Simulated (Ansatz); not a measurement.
# CH2BF3O: how energies converge with the basis set

Aim: see how fast density functionals converge with the basis set for CH2BF3O.

Program: Ansatz 0.2.0, Gaussian basis. Level of theory: one geometry, several basis sets. These are calculated values, not measurements.

The runs, in order: PBE0-D4/def2-SVP; ωB97M-V/def2-SVP; PBE0-D4/def2-QZVPP; ωB97M-V/def2-QZVPP; the functionals' def2-TZVPP values are taken from earlier runs.

## 1. The relaxed structure

All runs share one geometry, relaxed beforehand with PBE0-D4 in a triple-zeta def2 set.

SMILES `OC(F)B(F)F`, 8 atoms, charge 0, spin multiplicity 1.

Atoms are counted from 1 here; the program's logs count them from 0.

Bond lengths: O1–C2 1.380 Å, O1–H7 0.962 Å, C2–F3 1.386 Å, C2–B4 1.595 Å, C2–H8 1.100 Å, B4–F5 1.314 Å, B4–F6 1.309 Å. Angles: C2–O1–H7 109.7°, O1–C2–F3 110.6°, O1–C2–B4 107.3°, O1–C2–H8 111.6°, F3–C2–B4 110.4°, F3–C2–H8 105.5°, B4–C2–H8 111.5°, C2–B4–F5 119.4°, C2–B4–F6 122.0°, F5–B4–F6 118.6°.

As a file:

```xyz
8
CH2BF3O
O    -0.19728   -1.32394    0.46618
C     0.44651   -0.16406    0.08643
F     1.16668    0.36283    1.14667
B    -0.67351    0.86604   -0.39215
F    -1.25801    0.68913   -1.55603
F    -1.02295    1.89827    0.33297
H     0.44540   -2.03305    0.56641
H     1.18535   -0.35223   -0.70617
```

## 2. PBE0-D4 in def2-SVP

Contents of in.yaml:

```yaml
crystal:
  periodic: [false, false, false]
  atoms:
    - {symbol: O, position_ang: [-0.197280, -1.323941, 0.466184]}
    - {symbol: C, position_ang: [0.446514, -0.164055, 0.086425]}
    - {symbol: F, position_ang: [1.166678, 0.362828, 1.146667]}
    - {symbol: B, position_ang: [-0.673508, 0.866042, -0.392153]}
    - {symbol: F, position_ang: [-1.258007, 0.689134, -1.556032]}
    - {symbol: F, position_ang: [-1.022952, 1.898274, 0.332973]}
    - {symbol: H, position_ang: [0.445402, -2.033054, 0.566411]}
    - {symbol: H, position_ang: [1.185355, -0.352227, -0.706173]}
basis:
  gaussian: {orbitals: def2-SVP}
hamiltonian: {xc: pbe0, dispersion: d4}
output: {orbitals: {seedname: orbitals}}
```

Further steps of the session: ωB97M-V in def2-SVP; PBE0-D4 in def2-QZVPP; ωB97M-V in def2-QZVPP.

Before running them: what should the planned runs give, taken together? Wanted: PBE0-D4: double and triple zeta above quadruple; ωB97M-V: double and triple zeta above quadruple.

**Answer**, as computed:

```
                                       quantity           value
PBE0-D4: double and triple zeta above quadruple  15.05, 0.63 eV
ωB97M-V: double and triple zeta above quadruple  15.30, 0.59 eV
```

In words: PBE0-D4 gains 14.42 eV from double to triple zeta, then 0.63 eV more. These are total energies; as a rule much of such shifts cancels in differences, which this series doesn't test. The LUMO of ωB97M-V is positive and keeps falling with the basis (1.84 to 1.08 eV): an unbound level that the basis holds in place.
